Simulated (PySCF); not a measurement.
# Ir, Ir⁺: ionisation energy in ANO-RCC-VTZP

Each state of iridium is computed at each level; their differences give the ionisation energy. How far do the methods differ?

Method: unrestricted determinants in a Gaussian basis, no spin-orbit coupling in the energies. Code: PySCF 2.14.0.

### 1 Starting point

```
Element     : iridium (Z = 77)
Basis       : ANO-RCC-VTZP (8s7p5d3f1g, 84 functions)
Hamiltonian : the spin-free X2C one-electron Hamiltonian (Gaussian nucleus)
State 1     : Ir: [Xe] 4f14 5d7 6s2, high-spin 4F determinant
State 2     : Ir⁺: [Xe] 4f14 5d7 6s1, high-spin 5F determinant
Methods     : M06-L, LC-wPBE, B3LYP
```

The outer shells:

Ir [Xe] 4f14 5d7 6s2
```
[Xe] core
4f [↑↓][↑↓][↑↓][↑↓][↑↓][↑↓][↑↓]
5d [↑↓][↑↓][↑ ][↑ ][↑ ]
6s [↑↓]
```

Ir+ [Xe] 4f14 5d7 6s1
```
[Xe] core
4f [↑↓][↑↓][↑↓][↑↓][↑↓][↑↓][↑↓]
5d [↑↓][↑↓][↑ ][↑ ][↑ ]
6s [↑ ]
```

One driver process ran all states and methods and kept the integrals in memory. Each run is shown as a PySCF script that sums up its settings (the driver passes frozen orbitals as a list and adds second-order terms of double hybrids); the logs are those of the runs themselves. The driver starts from symmetry-adapted Hartree-Fock orbitals, holds the occupation by maximum overlap and uses a logarithmic radial grid for functionals, so a plain start would take other cycles.

The integrals over 84 functions and the set-up took 24 s of CPU time.

### 2 Ir: the ladder of methods

**M06-L**

Contents of input.py:

```python
from pyscf import gto, scf, dft, mp, cc
import basis_set_exchange as bse
mol = gto.M(atom="Ir 0 0 0", charge=0, spin=3, symmetry="D2h",
            basis=gto.basis.parse(bse.get_basis("ANO-RCC-VTZP", elements=["Ir"], fmt="nwchem")),
            nucmod="G")
mf = dft.UKS(mol, xc="M06L").sfx2c1e()
mf.irrep_nelec = {'Ag': (12, 11), 'B1g': (3, 3), 'B2g': (3, 2), 'B3g': (3, 2), 'Au': (1, 1), 'B1u': (6, 6), 'B2u': (6, 6), 'B3u': (6, 6)}
mf.kernel()
```

Log:

```text
damping factor = 0
level_shift factor = 0
DIIS = <class 'pyscf.scf.diis.CDIIS'>
diis_start_cycle = 1
diis_space = 10
diis_damp = 0
SCF conv_tol = 1e-09
SCF conv_tol_grad = None
number electrons alpha = 40  beta = 37
XC functionals = M06L
    Y. Zhao and D. G. Truhlar.,  J. Chem. Phys. 125, 194101 (2006)
    Y. Zhao and D. G. Truhlar.,  J. Chem. Phys. 125, 194101 (2006)
    Y. Zhao and D. G. Truhlar.,  Theor. Chem. Acc. 120, 215 (2008)
cycle= 1 E= -17828.3466565935  delta_E= -0.0183  |g|= 0.179  |ddm|= 0.196
cycle= 2 E= -17828.3444163956  delta_E= 0.00224  |g|= 0.213  |ddm|= 0.0896
cycle= 3 E= -17828.349607589  delta_E= -0.00519  |g|= 0.0185  |ddm|= 0.063
cycle= 4 E= -17828.3497023674  delta_E= -9.48e-05  |g|= 0.00142  |ddm|= 0.012
cycle= 5 E= -17828.3497033852  delta_E= -1.02e-06  |g|= 0.000287  |ddm|= 0.0016
cycle= 6 E= -17828.3497034221  delta_E= -3.69e-08  |g|= 1.18e-05  |ddm|= 0.000252
cycle= 7 E= -17828.3497034221  delta_E= -5.82e-11  |g|= 3.26e-07  |ddm|= 9.26e-06
converged SCF energy = -17828.3497034221  <S^2> = 3.761335  2S+1 = 4.0056635
```

CPU time 9.5 s on a shared host, the integrals not counted.

Orbital energies by shell (radii are means over both spins):

| shell | electrons | mean orbital energy (eV) | spread (eV) | rms radius (bohr) |
| --- | --- | --- | --- | --- |
| 1s β | 1 | -75931.3 | 0 | 0.0197 |
| 1s α | 1 | -75931.3 | 0 | 0.0197 |
| 2s α | 1 | -13316.6 | 0 | 0.0796 |
| 2s β | 1 | -13316.4 | 0 | 0.0796 |
| 2p α | 3 | -11609.0 | 0 | 0.0727 |
| 2p β | 3 | -11608.8 | 0 | 0.0727 |
| 3s α | 1 | -3130.4 | 0 | 0.203 |
| 3s β | 1 | -3130.3 | 0 | 0.203 |
| 3p α | 3 | -2624.9 | 0 | 0.205 |
| 3p β | 3 | -2624.8 | 0 | 0.205 |
| 3d α | 5 | -2047.4 | 0.088 | 0.188 |
| 3d β | 5 | -2047.2 | 0.058 | 0.188 |
| 4s α | 1 | -675.51 | 0 | 0.450 |
| 4s β | 1 | -675.37 | 0 | 0.450 |
| 4p α | 3 | -507.80 | 0 | 0.479 |
| 4p β | 3 | -507.71 | 0 | 0.479 |
| 4d α | 5 | -295.59 | 0.239 | 0.514 |
| 4d β | 5 | -295.48 | 0.172 | 0.514 |
| 5s α | 1 | -99.752 | 0 | 1.04 |
| 5s β | 1 | -97.637 | 0 | 1.04 |
| 4f α | 7 | -63.357 | 0.340 | 0.591 |
| 4f β | 7 | -63.076 | 0.111 | 0.591 |
| 5p α | 3 | -56.983 | 0 | 1.21 |
| 5p β | 3 | -54.249 | 0 | 1.21 |
| 5d α | 5 | -8.131 | 0.727 | 1.88 |
| 6s α | 1 | -6.651 | 0 | 3.14 |
| 5d β | 2 | -6.505 | 0.000 | 1.88 |
| 6s β | 1 | -5.531 | 0 | 3.14 |

⟨S²⟩ = 3.761, ⟨L²⟩ = 12.03.

Spin-orbit coupling, absent here, splits the open shell strongly.

**LC-wPBE**

input.py differs from the last one in:

```diff
@@ -5,3 +5,3 @@
             nucmod="G")
-mf = dft.UKS(mol, xc="M06L").sfx2c1e()
+mf = dft.UKS(mol, xc="LC_WPBE").sfx2c1e()
 mf.irrep_nelec = {'Ag': (12, 11), 'B1g': (3, 3), 'B2g': (3, 2), 'B3g': (3, 2), 'Au': (1, 1), 'B1u': (6, 6), 'B2u': (6, 6), 'B3u': (6, 6)}
```

Log:

```text
damping factor = 0
level_shift factor = 0
DIIS = <class 'pyscf.scf.diis.CDIIS'>
diis_start_cycle = 1
diis_space = 10
diis_damp = 0
SCF conv_tol = 1e-09
SCF conv_tol_grad = None
number electrons alpha = 40  beta = 37
XC functionals = LC_WPBE
    O. A. Vydrov and G. E. Scuseria.,  J. Chem. Phys. 125, 234109 (2006)
cycle= 1 E= -17828.6797812895  delta_E= -0.0203  |g|= 0.26  |ddm|= 0.146
cycle= 2 E= -17828.6804921948  delta_E= -0.000711  |g|= 0.238  |ddm|= 0.0821
cycle= 3 E= -17828.6858237855  delta_E= -0.00533  |g|= 0.0172  |ddm|= 0.0462
cycle= 4 E= -17828.6859172467  delta_E= -9.35e-05  |g|= 0.00268  |ddm|= 0.0122
cycle= 5 E= -17828.6859343617  delta_E= -1.71e-05  |g|= 0.000393  |ddm|= 0.00906
cycle= 6 E= -17828.6859347693  delta_E= -4.08e-07  |g|= 6.1e-05  |ddm|= 0.00158
cycle= 7 E= -17828.6859347793  delta_E= -1.01e-08  |g|= 1.06e-05  |ddm|= 0.000237
cycle= 8 E= -17828.6859347796  delta_E= -2.22e-10  |g|= 5.72e-07  |ddm|= 3.76e-05
converged SCF energy = -17828.6859347796  <S^2> = 3.7572588  2S+1 = 4.0036278
```

It used 30 s of CPU time after the integrals (shared host).

**B3LYP**

input.py differs from the last one in:

```diff
@@ -5,3 +5,3 @@
             nucmod="G")
-mf = dft.UKS(mol, xc="LC_WPBE").sfx2c1e()
+mf = dft.UKS(mol, xc="B3LYP").sfx2c1e()
 mf.irrep_nelec = {'Ag': (12, 11), 'B1g': (3, 3), 'B2g': (3, 2), 'B3g': (3, 2), 'Au': (1, 1), 'B1u': (6, 6), 'B2u': (6, 6), 'B3u': (6, 6)}
```

Log:

```text
damping factor = 0
level_shift factor = 0
DIIS = <class 'pyscf.scf.diis.CDIIS'>
diis_start_cycle = 1
diis_space = 10
diis_damp = 0
SCF conv_tol = 1e-09
SCF conv_tol_grad = None
number electrons alpha = 40  beta = 37
XC functionals = B3LYP
    P. J. Stephens, F. J. Devlin, C. F. Chabalowski, and M. J. Frisch.,  J. Phys. Chem. 98, 11623 (1994)
cycle= 1 E= -17829.231274482  delta_E= -0.0189  |g|= 0.23  |ddm|= 0.191
cycle= 2 E= -17829.2290574492  delta_E= 0.00222  |g|= 0.25  |ddm|= 0.0931
cycle= 3 E= -17829.2357908984  delta_E= -0.00673  |g|= 0.0208  |ddm|= 0.0675
cycle= 4 E= -17829.2359087727  delta_E= -0.000118  |g|= 0.000759  |ddm|= 0.0126
cycle= 5 E= -17829.2359091578  delta_E= -3.85e-07  |g|= 0.000169  |ddm|= 0.00107
cycle= 6 E= -17829.2359091724  delta_E= -1.45e-08  |g|= 1.25e-05  |ddm|= 0.00018
cycle= 7 E= -17829.2359091724  delta_E= -6.55e-11  |g|= 3.85e-07  |ddm|= 1.3e-05
converged SCF energy = -17829.2359091724  <S^2> = 3.755803  2S+1 = 4.0029004
```

CPU time 5.4 s on a shared host, the integrals not counted.

Radial density 4πr²ρ of Ir at B3LYP, without picture-change correction:

| r (bohr) | density | spin density |
| --- | --- | --- |
| 0.000299 | 3.02 | 0.000 |
| 0.000503 | 6.29 | 0.000 |
| 0.000847 | 12.6 | 0.000 |
| 0.00142 | 24.2 | 0.000 |
| 0.00240 | 43.8 | 0.000 |
| 0.00403 | 71.6 | 0.000 |
| 0.00678 | 100.0 | 0.000 |
| 0.0114 | 109 | 0.000 |
| 0.0192 | 95.0 | -0.001 |
| 0.0322 | 109 | 0.004 |
| 0.0542 | 143 | 0.055 |
| 0.0912 | 111 | 0.182 |
| 0.153 | 132 | 0.083 |
| 0.258 | 71.5 | 0.104 |
| 0.434 | 81.2 | 0.286 |
| 0.730 | 28.2 | 0.322 |
| 1.23 | 13.5 | 2.199 |
| 2.07 | 3.86 | 1.124 |
| 3.48 | 0.849 | 0.103 |
| 5.85 | 0.0560 | -0.006 |
| 9.83 | 0.000395 | 0.000 |

### 3 Ir⁺

**M06-L**

Contents of input.py:

```python
from pyscf import gto, scf, dft, mp, cc
import basis_set_exchange as bse
mol = gto.M(atom="Ir 0 0 0", charge=1, spin=4, symmetry="D2h",
            basis=gto.basis.parse(bse.get_basis("ANO-RCC-VTZP", elements=["Ir"], fmt="nwchem")),
            nucmod="G")
mf = dft.UKS(mol, xc="M06L").sfx2c1e()
mf.irrep_nelec = {'Ag': (12, 10), 'B1g': (3, 3), 'B2g': (3, 2), 'B3g': (3, 2), 'Au': (1, 1), 'B1u': (6, 6), 'B2u': (6, 6), 'B3u': (6, 6)}
mf.kernel()
```

Log:

```text
damping factor = 0
level_shift factor = 0
DIIS = <class 'pyscf.scf.diis.CDIIS'>
diis_start_cycle = 1
diis_space = 10
diis_damp = 0
SCF conv_tol = 1e-09
SCF conv_tol_grad = None
number electrons alpha = 40  beta = 36
XC functionals = M06L
    Y. Zhao and D. G. Truhlar.,  J. Chem. Phys. 125, 194101 (2006)
    Y. Zhao and D. G. Truhlar.,  J. Chem. Phys. 125, 194101 (2006)
    Y. Zhao and D. G. Truhlar.,  Theor. Chem. Acc. 120, 215 (2008)
cycle= 1 E= -17828.0241959803  delta_E= -0.0158  |g|= 0.176  |ddm|= 0.154
cycle= 2 E= -17828.0228434939  delta_E= 0.00135  |g|= 0.196  |ddm|= 0.064
cycle= 3 E= -17828.0268120598  delta_E= -0.00397  |g|= 0.0138  |ddm|= 0.0459
cycle= 4 E= -17828.0268578021  delta_E= -4.57e-05  |g|= 0.000556  |ddm|= 0.00708
cycle= 5 E= -17828.0268579245  delta_E= -1.22e-07  |g|= 3.5e-05  |ddm|= 0.00045
cycle= 6 E= -17828.0268579247  delta_E= -2.33e-10  |g|= 1.2e-05  |ddm|= 0.000111
converged SCF energy = -17828.0268579247  <S^2> = 6.0037943  2S+1 = 5.0015175
```

It used 8.2 s of CPU time after the integrals (shared host).

Orbital energies by shell (radii are means over both spins):

| shell | electrons | mean orbital energy (eV) | spread (eV) | rms radius (bohr) |
| --- | --- | --- | --- | --- |
| 1s α | 1 | -75939.7 | 0 | 0.0197 |
| 1s β | 1 | -75939.6 | 0 | 0.0197 |
| 2s α | 1 | -13324.9 | 0 | 0.0796 |
| 2s β | 1 | -13324.6 | 0 | 0.0796 |
| 2p α | 3 | -11617.3 | 0 | 0.0727 |
| 2p β | 3 | -11617.1 | 0 | 0.0727 |
| 3s α | 1 | -3138.6 | 0 | 0.203 |
| 3s β | 1 | -3138.6 | 0 | 0.203 |
| 3p α | 3 | -2633.2 | 0 | 0.205 |
| 3p β | 3 | -2633.1 | 0 | 0.205 |
| 3d α | 5 | -2055.7 | 0.090 | 0.188 |
| 3d β | 5 | -2055.5 | 0.059 | 0.188 |
| 4s α | 1 | -683.78 | 0 | 0.450 |
| 4s β | 1 | -683.61 | 0 | 0.450 |
| 4p α | 3 | -516.07 | 0 | 0.479 |
| 4p β | 3 | -515.94 | 0 | 0.479 |
| 4d α | 5 | -303.86 | 0.247 | 0.514 |
| 4d β | 5 | -303.71 | 0.179 | 0.514 |
| 5s α | 1 | -108.04 | 0 | 1.04 |
| 5s β | 1 | -105.82 | 0 | 1.04 |
| 4f α | 7 | -71.615 | 0.350 | 0.591 |
| 4f β | 7 | -71.292 | 0.118 | 0.591 |
| 5p α | 3 | -65.317 | 0 | 1.21 |
| 5p β | 3 | -62.432 | 0.000 | 1.21 |
| 5d α | 5 | -16.377 | 0.734 | 1.82 |
| 5d β | 2 | -14.545 | 0.001 | 1.82 |
| 6s α | 1 | -13.965 | 0 | 2.83 |

⟨S²⟩ = 6.004, ⟨L²⟩ = 12.02.

Spin-orbit coupling, absent here, splits the open shell strongly.

**LC-wPBE**

input.py differs from the last one in:

```diff
@@ -5,3 +5,3 @@
             nucmod="G")
-mf = dft.UKS(mol, xc="M06L").sfx2c1e()
+mf = dft.UKS(mol, xc="LC_WPBE").sfx2c1e()
 mf.irrep_nelec = {'Ag': (12, 10), 'B1g': (3, 3), 'B2g': (3, 2), 'B3g': (3, 2), 'Au': (1, 1), 'B1u': (6, 6), 'B2u': (6, 6), 'B3u': (6, 6)}
```

Log:

```text
damping factor = 0
level_shift factor = 0
DIIS = <class 'pyscf.scf.diis.CDIIS'>
diis_start_cycle = 1
diis_space = 10
diis_damp = 0
SCF conv_tol = 1e-09
SCF conv_tol_grad = None
number electrons alpha = 40  beta = 36
XC functionals = LC_WPBE
    O. A. Vydrov and G. E. Scuseria.,  J. Chem. Phys. 125, 234109 (2006)
cycle= 1 E= -17828.3709420854  delta_E= -0.0168  |g|= 0.259  |ddm|= 0.113
cycle= 2 E= -17828.3712311331  delta_E= -0.000289  |g|= 0.237  |ddm|= 0.0701
cycle= 3 E= -17828.3763695644  delta_E= -0.00514  |g|= 0.013  |ddm|= 0.0418
cycle= 4 E= -17828.376401362  delta_E= -3.18e-05  |g|= 0.00099  |ddm|= 0.00512
cycle= 5 E= -17828.3764028086  delta_E= -1.45e-06  |g|= 0.000152  |ddm|= 0.0021
cycle= 6 E= -17828.3764028438  delta_E= -3.51e-08  |g|= 1.14e-05  |ddm|= 0.00039
cycle= 7 E= -17828.3764028438  delta_E= -5.09e-11  |g|= 9.47e-07  |ddm|= 1.35e-05
converged SCF energy = -17828.3764028438  <S^2> = 6.0019028  2S+1 = 5.000761
```

It used 29 s of CPU time after the integrals (shared host).

**B3LYP**

input.py differs from the last one in:

```diff
@@ -5,3 +5,3 @@
             nucmod="G")
-mf = dft.UKS(mol, xc="LC_WPBE").sfx2c1e()
+mf = dft.UKS(mol, xc="B3LYP").sfx2c1e()
 mf.irrep_nelec = {'Ag': (12, 10), 'B1g': (3, 3), 'B2g': (3, 2), 'B3g': (3, 2), 'Au': (1, 1), 'B1u': (6, 6), 'B2u': (6, 6), 'B3u': (6, 6)}
```

Log:

```text
damping factor = 0
level_shift factor = 0
DIIS = <class 'pyscf.scf.diis.CDIIS'>
diis_start_cycle = 1
diis_space = 10
diis_damp = 0
SCF conv_tol = 1e-09
SCF conv_tol_grad = None
number electrons alpha = 40  beta = 36
XC functionals = B3LYP
    P. J. Stephens, F. J. Devlin, C. F. Chabalowski, and M. J. Frisch.,  J. Phys. Chem. 98, 11623 (1994)
cycle= 1 E= -17828.8968834737  delta_E= -0.0149  |g|= 0.229  |ddm|= 0.136
cycle= 2 E= -17828.895156521  delta_E= 0.00173  |g|= 0.246  |ddm|= 0.0853
cycle= 3 E= -17828.901412115  delta_E= -0.00626  |g|= 0.0138  |ddm|= 0.0558
cycle= 4 E= -17828.9014556051  delta_E= -4.35e-05  |g|= 0.000617  |ddm|= 0.00683
cycle= 5 E= -17828.9014557627  delta_E= -1.58e-07  |g|= 5.41e-05  |ddm|= 0.000504
cycle= 6 E= -17828.9014557639  delta_E= -1.11e-09  |g|= 1.74e-06  |ddm|= 4.13e-05
cycle= 7 E= -17828.9014557639  delta_E= -7.28e-12  |g|= 2.54e-07  |ddm|= 3.78e-06
converged SCF energy = -17828.9014557639  <S^2> = 6.0014778  2S+1 = 5.0005911
```

It used 5.4 s of CPU time after the integrals (shared host).

Radial density 4πr²ρ of Ir⁺ at B3LYP, without picture-change correction:

| r (bohr) | density | spin density |
| --- | --- | --- |
| 0.000299 | 3.02 | 0.000 |
| 0.000503 | 6.29 | 0.000 |
| 0.000847 | 12.6 | 0.001 |
| 0.00142 | 24.2 | 0.002 |
| 0.00240 | 43.8 | 0.003 |
| 0.00403 | 71.6 | 0.004 |
| 0.00678 | 100.0 | 0.005 |
| 0.0114 | 109 | 0.003 |
| 0.0192 | 95.0 | -0.002 |
| 0.0322 | 109 | 0.008 |
| 0.0542 | 143 | 0.064 |
| 0.0912 | 111 | 0.183 |
| 0.153 | 132 | 0.100 |
| 0.258 | 71.5 | 0.116 |
| 0.434 | 81.3 | 0.293 |
| 0.730 | 28.1 | 0.417 |
| 1.23 | 13.7 | 2.225 |
| 2.07 | 3.54 | 1.554 |
| 3.48 | 0.513 | 0.342 |
| 5.85 | 0.0134 | 0.009 |
| 9.83 | 1.31e-05 | 0.000 |

### 4 The energy differences

Ionisation energy: Ir [Xe] 4f14 5d7 6s2 (4F) → Ir⁺ [Xe] 4f14 5d7 6s1 (5F).

| method | value (eV) | error (eV) | CPU time, both states (s) |
| --- | --- | --- | --- |
| UHF | 7.035 | -1.892 |  |
| M06-L | 8.785 | -0.141 | 18 |
| LC-wPBE | 8.423 | -0.504 | 59 |
| B3LYP | 9.101 | +0.175 | 11 |

Reference: 8.926 eV (measured; NIST levels, between the centres of gravity of the two terms).

The runs at UHF are not shown; their differences are listed all the same. Times are CPU seconds on a shared host without the integrals; correlated rows include their Hartree-Fock run, whose time holds the symmetry-adapted start and any spin-orbit constants, while functionals begin from orbitals already made.

### 5 Results

| quantity | value |
| --- | --- |
| ionisation energy, Ir | UHF 7.035, B3LYP 9.101 eV; reference 8.926 |

Each level's miss and price (over 1 difference):

| method | mean absolute miss against the measured value (with the measured fine structure taken into account where it is known) (eV) | CPU time, both states (s) |
| --- | --- | --- |
| UHF | 1.892 |  |
| M06-L | 0.141 | 18 |
| LC-wPBE | 0.504 | 59 |
| B3LYP | 0.175 | 11 |

What this shows: Against experiment M06-L comes closest (off by 0.14 eV) and UHF is farthest (1.89 eV). Hartree-Fock falls short because the species with more electrons holds more correlation energy, which it lacks. All values hold for this basis alone; no basis-set limit was taken. The dearest level timed, LC-wPBE, costs 5.5 times the cheapest, B3LYP, and differs from the measured value (with the measured fine structure taken into account where it is known) by 0.50 against 0.17 eV.
